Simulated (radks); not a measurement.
# Valence configurations of Ce³⁺

An exercise on one series of results from a longer session: the logs are not shown, and one member is left open.

Method: scalar-relativistic Kohn-Sham, r2SCAN, spin-polarised, spherical densities, finite nucleus; open shells are filled with parallel spins first. Code: radks (a radial shooting solver on a logarithmic mesh, Libxc functionals) version 1.

## What is computed

* element: cerium (Z = 58)
* charge: +3
* electrons: 55
* configuration: [Xe] 4f1
* nuclear rms radius: 4.8771 fm
* others tried: 6s1; 5d1; 4f0.5 6s0.5; 4f0.5 6p0.5; 6p1; 4f0.5 5d0.5

The outer shells:

Ce³⁺
```
[Xe] core
4f [↑ ][  ][  ][  ][  ][  ][  ]
```

Set-up of the first run:

Input:

```text
Z 58
configuration [Xe] 4f1
relativity scalar-relativistic
functional r2scan,r2scan
spin polarised
nucleus finite rms 4.8771 fm
c 137.035999084
```

Steps of the session up to this table: [Xe] 4f1.

One table of the session follows, with a row left open; its other results are not shown here.

It belongs to the step «[Xe] 4f1». Sizes of the orbitals, from the radial functions (bohr):

```
  level     <r>  outermost maximum (interpolated)  90 % within  nodes
  4d up  0.7445                             0.652         1.12      1
4d down  0.7444                             0.652         1.12      1
  5s up   1.508                              1.37         2.16      4
5s down   1.515                              1.37         2.17      4
  5p up   1.710                              1.53         2.47      3
5p down   1.719                              1.54         2.48      3
  4f up       ?                                 ?            ?      ?
4f down   1.062                             0.706         1.81      0
```

Q: Estimate the row for 4f up from the others.

As computed: <r>: 1.053; outermost maximum (interpolated): 0.705; 90 % within: 1.79; nodes: 0. In the column «<r>» it lies between 4d up (0.7445) and 4f down (1.062).
